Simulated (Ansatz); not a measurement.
# WS (Pm-3m) in Ansatz: equation of state

Aim: energy against volume of WS in PBE, for its equilibrium volume and stiffness.

Program: Ansatz 0.2.0. These are calculated values, not measurements. Logs are shortened: lines on timing, memory, paths and dates and some standing lists are left out, and cuts for length are marked.

## Step 1: The structure

It takes space group Pm-3m (No. 221, cubic). Conventional cell: a = 3.445 Å, b = 3.445 Å, c = 3.445 Å, α = 90.00°, β = 90.00°, γ = 90.00°. W (site symmetry m-3m) has 8 S at 2.98 Å as nearest neighbours. S (site symmetry m-3m) is surrounded by 8 W at 2.98 Å.

The cell was built by a generator and needn't be a form met in nature.

## Step 2: Equation of state, PBE

Potentials or basis: all-electron LAPW, scalar-relativistic.

This step only gathers the single runs of the series.

Results:

- Equilibrium volume: outside the volumes run

Energy against volume, from the lowest point:
```
volume (Å³/atom)  energy (meV/atom)
          19.214               0.00
          19.622              90.44
          20.031             181.20
          20.440             271.96
          20.849             362.43
          21.258             452.38
          21.666             541.63
```

Spin-orbit coupling is left out, which matters for the levels of W.
